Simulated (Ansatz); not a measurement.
# MgMnCoO4 (P1) in Ansatz: reference runs, part 2 of 2

Ansatz 0.2.0.

### Step 6. Single point, PBE, collinear spin, ferromagnetic start, 10.78 Å³/atom (volume scaled by 0.98)

input.yaml

```yaml
crystal:
  lattice:
    - [2.911328471, 0.0, 0.0]
    - [0.2126757524, 5.1786710242, 0.0]
    - [0.1091313373, 1.4203142472, 5.0054581832]
  atoms:
    - { symbol: Co, position: [0.96320796, 0.57790838, 0.58702838], spin: 2.0 }
    - { symbol: Mn, position: [0.50692579, 0.96815776, 0.96722393], spin: 4.0 }
    - { symbol: Mg, position: [0.47398835, 0.30014814, 0.29112471] }
    - { symbol: O, position: [0.49359182, 0.28676087, 0.67303999] }
    - { symbol: O, position: [0.99131377, 0.14166967, 0.13122626] }
    - { symbol: O, position: [0.02403382, 0.81668766, 0.81986573] }
    - { symbol: O, position: [0.5099655, 0.6799395, 0.287873] }
hamiltonian:
  xc: pbe
  pseudopotentials: { kind: paw }
magnetization:
  spin_polarized: true
kpoints:
  mp_grid: { grid: [9, 6, 5] }
scf:
  occupations: { method: fermi_dirac, width: 0.05 }
output:
  forces: true
  stress: true
  eigenvalues: true
  write_density: true
  write_potential: true
  elf: true
  volumetric_format: npy
```

Potentials or basis: Ansatz PAW.

On the command line:

```console
> ansatz run input.yaml --threads 4 --pin off --max-ram 10240MiB --backend cpu --events-out ev --progress --plain --runs-dir out
```

The program printed:

```text
Warning: RAYON_NUM_THREADS=4 ignored (pool sized by the plan → 4); use --threads N
Engine: ansatz 0.2.0, x86_64-unknown-linux-gnu
Pseudopotentials: kind: paw
Pseudopotential: Co, paw, valence charge 17, recommended cutoff 420 eV (normal), Co.paw.azcp
Pseudopotential: Mn, paw, valence charge 15, recommended cutoff 420 eV (normal), Mn.paw.azcp
Pseudopotential: Mg, paw, valence charge 10, recommended cutoff 420 eV (normal), Mg.paw.azcp
Pseudopotential: O, paw, valence charge 6, recommended cutoff 420 eV (normal), O.paw.azcp
Functional definition: PBE
  parameter kappa = 0.804
  parameter beta = 0.06672455060314922
  exchange = pbe_x(kappa = kappa, mu = beta*pi^2/3)
  correlation = pbe_c(beta = beta)
Crystal: 7 atoms, lattice volume = 75.466 Å³
Basis set: ecut = 420 eV, 1469 PW (Γ), exchange–correlation on 40×72×72 points (8 copies of the dense FFT grid, shifted against one another)
Bands: 44, of which v1, the nominal top of the filled ones, is band 33 counted from 1 (32 counted from 0)
Symmetry: 1 space group operations
Space group: P1 (ITA 1), of the structure as read, at distance tolerance 4.2e-5 Å
Magnetic group: BNS 1.1 (UNI 1), of the structure as read, at distance tolerance 4.2e-5 Å
k-points: 136 of 270 (time reversal used)
Non-local potential: Co, projectors of the file, l = 0: 3, l = 1: 2, l = 2: 3, l = 3: 1
Non-local potential: Mn, projectors of the file, l = 0: 3, l = 1: 2, l = 2: 3, l = 3: 1
Non-local potential: Mg, projectors of the file, l = 0: 3, l = 1: 2, l = 2: 1
Non-local potential: O, projectors of the file, l = 0: 2, l = 1: 2, l = 2: 1
PAW form: soft (Blöchl's): semilocal exchange-correlation on the pseudo side does not see the compensation charge
PAW one-centre angular grid: Co, 590 points (default); XC on 64 Gauss nodes
PAW one-centre angular grid: Mn, 590 points (default); XC on 64 Gauss nodes
PAW one-centre angular grid: Mg, 110 points (default); XC on 64 Gauss nodes
PAW one-centre angular grid: O, 110 points (default); XC on 64 Gauss nodes
Initial density: superposition of atomic densities (chi_scale 0.1, normalization cell, long waves kept (reshape's long-wave potential 0.04 eV rms))
Starting moments: Σ|m| = 6 μB on 2 of 7 sites
Initial wavefunctions: pseudopotential atomic-orbital guess
Functional: x = pbe(κ = 0.804, μ = 0.2195149727645171), c = pbe(β = 0.06672455060314922)
[... 42 lines left out ...]
Entropy (-TS):   -0.012022 eV (-1.717 meV/atom)
Fermi energy:    9.905203 eV
--- Per-component energies (eV) ---
  E_band       = -1029.610607
  E_kinetic    = 1518.656992
  E_local      = -8837.995468  (includes V_loc(G=0)·N_el)
  E_nonlocal   = 987.754459
  E_hartree    = 3504.810577
  E_xc         = -592.902404
  E_vxc        = -759.459684  (∫ρ·V_xc dr)
  E_paw        = -3735.958685  (= ΣΔE_a)
  E_vpaw       = -948.188872  (= ΣTr[D̂ρ^β])
  E_aug_tail   = 0.009822  (compensation charges beyond the density's cutoff)
  E_ewald      = -6063.790171
  E_smearing   = -0.012022  (= −TS)
  E_closure    = -0.000000  (closes the sum)
  Σ components = -13219.426899   (vs F -13219.426899, Δ=0.00e0)
--- Forces (eV/Å), atoms counted from 1 ---
  atom   1  Co     0.03377173     0.45834604     0.23984026
  atom   2  Mn    -0.03354328    -0.08629472    -0.09727537
  atom   3  Mg    -0.03024151    -0.16790571    -0.15748052
  atom   4  O     -0.04478792    -0.07628513     0.34957882
  atom   5  O      0.06660862     0.02713329     0.04020515
  atom   6  O     -0.09060473    -0.40082652    -0.20678254
  atom   7  O      0.09881362     0.24590067    -0.16807625
  max |Σ_I F_I| component: 6.79e-5 eV/Å
--- Stress (GPa, compression-positive) ---
       -2.773747       0.166402      -0.493762
        0.166421      -2.282168      -0.698211
       -0.493714      -0.698257      -1.872310
  P = ⅓ Tr σ = -2.3094 GPa (-23.094 kbar)
--- Band table (eV; the first three rows and the last of 272) ---
  k-point 0 ↑: bands = ["-84.2000", "-72.3904", "-64.9794", "-47.6639", "-47.4798", "-47.4355", "-41.1593", "-41.0725", "-40.9749", "-31.7490", "-31.7455", "-31.7135", "-9.7981", "-8.6296", "-8.5063", "-8.0987", "2.3145", "3.1753", "3.6770", "4.0588", "4.6259", "5.7569", "5.9795", "6.2120", "6.3479", "6.8616", "6.9912", "7.4873", "7.8994", "7.9886", "8.0703", "8.7620", "9.7870", "10.4393", "10.4677", "11.0552", "11.1950", "11.5845", "12.3703", "16.9699", "17.7091", "18.1030", "18.8124", "20.2048"]
  k-point 1 ↑: bands = ["-84.2000", "-72.3904", "-64.9794", "-47.6639", "-47.4798", "-47.4355", "-41.1593", "-41.0725", "-40.9749", "-31.7490", "-31.7455", "-31.7135", "-9.7159", "-8.7171", "-8.5313", "-8.0957", "2.4792", "3.2145", "3.6608", "4.0548", "4.9436", "5.5047", "5.9472", "6.1548", "6.2800", "6.8871", "6.9532", "7.2321", "7.6659", "7.9092", "8.1231", "8.9319", "9.7951", "10.2976", "10.5901", "11.1422", "11.2376", "11.5621", "12.8702", "16.4404", "17.4703", "18.0442", "19.4340", "20.4963"]
  k-point 2 ↑: bands = ["-84.2000", "-72.3904", "-64.9794", "-47.6639", "-47.4798", "-47.4355", "-41.1593", "-41.0725", "-40.9749", "-31.7490", "-31.7455", "-31.7136", "-9.5271", "-8.9374", "-8.5483", "-8.0908", "2.6476", "3.4728", "3.7956", "4.0568", "4.9641", "5.4900", "5.8718", "5.9335", "6.2473", "6.5334", "7.0274", "7.0769", "7.2832", "7.8419", "8.2064", "9.1326", "9.7903", "10.2272", "10.6856", "11.1071", "11.4123", "11.5674", "13.8948", "15.4033", "17.1136", "18.2775", "20.0125", "20.9827"]
  k-point 135 ↓: bands = ["-87.2109", "-69.2483", "-64.9731", "-50.6748", "-50.4479", "-50.3102", "-38.1442", "-38.0238", "-37.9403", "-31.7970", "-31.7400", "-31.7041", "-8.9256", "-8.7456", "-8.4297", "-8.0677", "2.9080", "3.5769", "3.7435", "3.8962", "4.1809", "4.5773", "4.8883", "5.2105", "5.8919", "6.1070", "6.5364", "7.1104", "7.5332", "7.6432", "7.9860", "8.1967", "8.9961", "10.7317", "10.7517", "11.0967", "11.9656", "12.1997", "15.7683", "16.9498", "17.9403", "18.1314", "19.6174", "20.0093"]
```

v_z.tsv:

```text
# z_ang	v_es[eV]	v_tot_up[eV]	v_tot_dn[eV]
# format = ansatz-planar-average/11
# xc	pbe
# density_cutoff_ev	1680
# datasets	Co=:simpson_from_first_knot:soft	Mn=:simpson_from_first_knot:soft	Mg=:simpson_from_first_knot:soft	O=:simpson_from_first_knot:soft
# lattice	2.911328471	0.000000000	0.000000000
# lattice	0.212675752	5.178671024	0.000000000
# lattice	0.109131337	1.420314247	5.005458183
# sites	7
# site	27	2.991185049	3.826562154	2.938346008
# site	25	1.787285606	6.387532467	4.841398935
# site	12	1.475540839	1.967857049	1.457212562
# site	8	1.571444757	2.440968495	3.368873526
# site	8	2.930490603	0.920043142	0.656847557
# site	8	0.333133051	5.393823698	4.103803627
# site	8	1.660699690	3.930053110	1.440936264
0.000000	4.036401e0	-6.692796e0	-6.246144e0
0.144561	3.788035e0	-6.892218e0	-6.507614e0
0.289123	3.773390e0	-6.852147e0	-6.508288e0
0.433684	4.079985e0	-6.510621e0	-6.200526e0
0.578246	4.519045e0	-6.126211e0	-5.893772e0
0.722807	4.887289e0	-5.917046e0	-5.783452e0
[... 28 lines left out ...]
4.915088	3.913857e0	-6.921997e0	-6.419187e0
5.059650	4.122815e0	-6.666869e0	-6.164653e0
```

Wall time 60 s (4 threads of Intel Xeon Platinum 8259CL at 2.50GHz (Skylake/Cascade Lake), shared host); peak memory 1.2 GiB.

Results:

- Free energy: -13219.4269 eV
- Pressure: -2.3 GPa
- Largest force: 0.518 eV/Å
- Band gap on the k mesh: 0.06 eV, indirect (least direct gap 0.14 eV)
- Net moment: -0.03 μB per cell
- Absolute moment: 5.85 μB per cell
- Site moments: Co -2.35; Mn +2.44; Mg +0.00; O -0.15, +0.03, -0.07, -0.14 μB

Caveat: odd divisions of the mesh miss points on the zone boundary, where band edges often lie, so the gap on the mesh can be too wide; the pressure holds a Pulay correction of +0.7 GPa for the finite cutoff; the starting moments weren't kept.

### Step 7. Single point, PBE, collinear spin, ferromagnetic start, 11.00 Å³/atom

Changes to input.yaml since step 6:

```diff
@@ -2,5 +2,5 @@
   lattice:
-    - [2.911328471, 0.0, 0.0]
-    - [0.2126757524, 5.1786710242, 0.0]
-    - [0.1091313373, 1.4203142472, 5.0054581832]
+    - [2.931000206, 0.0, 0.0]
+    - [0.2141127943, 5.2136631061, 0.0]
+    - [0.1098687336, 1.4299112562, 5.0392798726]
   atoms:
@@ -26,5 +26 @@
   eigenvalues: true
-  write_density: true
-  write_potential: true
-  elf: true
-  volumetric_format: npy
```

On the command line:

```console
> ansatz run input.yaml --threads 4 --pin off --max-ram 10240MiB --backend cpu --events-out ev --progress --plain --runs-dir out
```

Wall time 54 s (4 threads of Intel Xeon Platinum 8259CL at 2.50GHz (Skylake/Cascade Lake), shared host); peak memory 1.2 GiB.

Results (log left out):

* Free energy: -13219.3906 eV
* Pressure: -5.2 GPa
* Largest force: 0.471 eV/Å
* Band gap on the k mesh: 0.04 eV, indirect (least direct gap 0.20 eV)
* Net moment: -0.01 μB per cell
* Absolute moment: 5.95 μB per cell
* Site moments: Co -2.38; Mn +2.51; Mg +0.00; O -0.16, +0.03, -0.07, -0.15 μB

Caveat: odd divisions of the mesh miss points on the zone boundary, where band edges often lie, so the gap on the mesh can be too wide; the pressure holds a Pulay correction of +0.7 GPa for the finite cutoff; the starting moments weren't kept.

### Step 8. Single point, PBE, collinear spin, ferromagnetic start, 11.22 Å³/atom (volume scaled by 1.02)

Changes to input.yaml since step 7:

```diff
@@ -2,5 +2,5 @@
   lattice:
-    - [2.931000206, 0.0, 0.0]
-    - [0.2141127943, 5.2136631061, 0.0]
-    - [0.1098687336, 1.4299112562, 5.0392798726]
+    - [2.9504113691, 0.0, 0.0]
+    - [0.2155308011, 5.2481916826, 0.0]
+    - [0.1105963623, 1.4393811431, 5.0726535596]
   atoms:
```

On the command line:

```console
> ansatz run input.yaml --threads 4 --pin off --max-ram 10240MiB --backend cpu --events-out ev --progress --plain --runs-dir out
```

Wall time 55 s (4 threads of Intel Xeon Platinum 8259CL at 2.50GHz (Skylake/Cascade Lake), shared host); peak memory 1.2 GiB.

It converged, with:

```yaml
Free_energy: -13219.3279 eV
Pressure: -7.8 GPa
Largest_force: 0.430 eV/Å
Band_gap_on_the_k_mesh: none (metal or under the smearing width)
Net_moment: 0.00 μB per cell
Absolute_moment: 6.04 μB per cell
Site_moments: Co -2.40; Mn +2.56; Mg +0.00; O -0.16, +0.03, -0.08, -0.15 μB
```

Caveat: the pressure holds a Pulay correction of +0.6 GPa for the finite cutoff; semilocal functionals often make such compounds metallic where correlation or magnetic order opens a gap, which also shifts bond lengths; the starting moments weren't kept.

### Step 9. Single point, PBE, collinear spin, ferromagnetic start, 11.44 Å³/atom (volume scaled by 1.04)

Changes to input.yaml since step 8:

```diff
@@ -2,5 +2,5 @@
   lattice:
-    - [2.9504113691, 0.0, 0.0]
-    - [0.2155308011, 5.2481916826, 0.0]
-    - [0.1105963623, 1.4393811431, 5.0726535596]
+    - [2.9695704213, 0.0, 0.0]
+    - [0.216930391, 5.2822718043, 0.0]
+    - [0.1113145406, 1.4487280358, 5.1055937914]
   atoms:
```

Potentials or basis: Ansatz PAW.

On the command line:

```console
> ansatz run input.yaml --threads 4 --pin off --max-ram 10240MiB --backend cpu --events-out ev --progress --plain --runs-dir out
```

Run time: 59 s. Hardware: 4 threads of Intel Xeon Platinum 8259CL at 2.50GHz (Skylake/Cascade Lake), shared host; peak memory 1.2 GiB.

Results (log left out):

* Free energy: -13219.2413 eV
* Pressure: -10.2 GPa
* Largest force: 0.392 eV/Å
* Band gap on the k mesh: none (metal or under the smearing width)
* Net moment: 0.00 μB per cell
* Absolute moment: 6.12 μB per cell
* Site moments: Co -2.42; Mn +2.60; Mg +0.00; O -0.17, +0.02, -0.09, -0.16 μB

Caveat: the pressure holds a Pulay correction of +0.6 GPa for the finite cutoff; semilocal functionals often make such compounds metallic where correlation or magnetic order opens a gap, which also shifts bond lengths; the starting moments weren't kept.

### Step 10. Single point, PBE, collinear spin, ferromagnetic start, 11.66 Å³/atom (volume scaled by 1.06)

Changes to input.yaml since step 9:

```diff
@@ -2,5 +2,5 @@
   lattice:
-    - [2.9695704213, 0.0, 0.0]
-    - [0.216930391, 5.2822718043, 0.0]
-    - [0.1113145406, 1.4487280358, 5.1055937914]
+    - [2.9884853926, 0.0, 0.0]
+    - [0.2183121505, 5.3159177548, 0.0]
+    - [0.1120235696, 1.4579558517, 5.1381143739]
   atoms:
```

On the command line:

```console
> ansatz run input.yaml --threads 4 --pin off --max-ram 10240MiB --backend cpu --events-out ev --progress --plain --runs-dir out
```

It took 59 s on 4 threads of Intel Xeon Platinum 8259CL at 2.50GHz (Skylake/Cascade Lake), shared host; peak memory 1.3 GiB.

The run converged. Its results:

```yaml
Free_energy: -13219.1335 eV
Pressure: -12.3 GPa
Largest_force: 0.358 eV/Å
Band_gap_on_the_k_mesh: none (metal or under the smearing width)
Net_moment: 0.00 μB per cell
Absolute_moment: 6.20 μB per cell
Site_moments: Co -2.44; Mn +2.65; Mg +0.00; O -0.18, +0.02, -0.10, -0.17 μB
```

Caveat: the pressure holds a Pulay correction of +0.6 GPa for the finite cutoff; semilocal functionals often make such compounds metallic where correlation or magnetic order opens a gap, which also shifts bond lengths; the starting moments weren't kept.

### Step 11. Equation of state, PBE, collinear spin, ferromagnetic start

Potentials or basis: Ansatz PAW.

No new run: the results of the series are fitted here.

Results:

```
Equilibrium volume                        : 10.62 Å³/atom
Bulk modulus at fixed shape and positions : 159 GPa
Pressure derivative of the bulk modulus   : 4.2
```

Energy against volume, from the lowest point:
| volume (Å³/atom) | energy (meV/atom) |
| --- | --- |
| 10.341 | 3.70 |
| 10.561 | 0.00 |
| 10.781 | 1.01 |
| 11.001 | 6.19 |
| 11.221 | 15.15 |
| 11.441 | 27.52 |
| 11.661 | 42.93 |

Caveat: the cell was scaled at fixed shape and fractional positions, which overstates the stiffness of a crystal with free parameters, most of all of layers and chains.

### Step 12. Overview

```csv
task,cell,gap on the mesh (eV),pressure (GPa),moment (μB),largest force (eV/Å)
single point,as given,0.04,-5.2,0.01,0.47
single point,"atoms moved at random, drawn with an rms of 0.05 Å",none,-4.0,0.00,1.77
equation of state,as given,-,-,-,-
```

Alike in all rows: level PBE; potentials or basis Ansatz PAW; spin collinear, ferromagnetic start; k mesh 9 × 6 × 5; cutoff (eV) 420; smearing fermi-dirac 0.05 eV.

Caveats: the starting moments weren't kept (some runs); odd divisions of the mesh miss points on the zone boundary, where band edges often lie, so the gap on the mesh can be too wide (some runs); semilocal functionals often make such compounds metallic where correlation or magnetic order opens a gap, which also shifts bond lengths (some runs); the cell was scaled at fixed shape and fractional positions, which overstates the stiffness of a crystal with free parameters, most of all of layers and chains (some runs).

Total energies depend on the potentials used, so only differences within one code and one set of settings carry meaning.
